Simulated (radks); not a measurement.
# Eu³⁺ in [Xe] 4f6: an all-electron calculation

One table from this session's results is given with a row withheld; the runs are named, their logs left out.

The numbers are computed with radks (a radial shooting solver on a logarithmic mesh, Libxc functionals) version 1 (scalar-relativistic Kohn-Sham, PBE, spin-unpolarised, spherical densities, finite nucleus), except any that are marked as measured or tabulated.

**What is computed**

```
element            : europium (Z = 63)
charge             : +3
electrons          : 60
configuration      : [Xe] 4f6
nuclear rms radius : 5.1115 fm
```

The outer shells:

Eu³⁺
```
[Xe] core
4f [↑ ][↑ ][↑ ][↑ ][↑ ][↑ ][  ]
```

Set-up of the first run:

Settings of this run:

```text
Z 63
configuration [Xe] 4f6 6s0 5d0 6p0 5f0
relativity scalar-relativistic
functional pbe,pbe
spin unpolarised
nucleus finite rms 5.1115 fm
c 137.035999084
```

Command:

```sh
$ python run_ks.py task.json out
```

All runs below come from this command, one after another.

One table of the session follows, with a row left open; its other results are not shown here.

It belongs to the step «Orbitals and density». From the orbitals of this run (lengths in bohr):

```
level      <r>  outermost maximum (interpolated)  90 % within  nodes
   1s  0.02232                            0.0142       0.0403      0
   2s  0.09512                            0.0806        0.147      1
   2p        ?                                 ?            ?      ?
   3s   0.2496                             0.229        0.366      2
   3p   0.2480                             0.224        0.371      1
   3d   0.2260                             0.184        0.352      0
   4s   0.5654                             0.527        0.812      3
   4p   0.5983                             0.550        0.870      2
   4d   0.6514                             0.572        0.978      1
   5s    1.349                              1.22         1.94      4
   5p    1.555                              1.37         2.26      3
   4f   0.8772                             0.585         1.50      0
   5d    2.183                              1.82         3.28      2
   6s    3.142                              2.92         4.43      5
   6p    3.687                              3.43         5.22      4
```

Estimate the missing values for 2p.

As computed: <r>: 0.08390; outermost maximum (interpolated): 0.0651; 90 % within: 0.137; nodes: 0. In the column «<r>» it lies between 1s (0.02232) and 2s (0.09512).

Caveats from the session: Spin polarisation and multiplet splitting are left out.
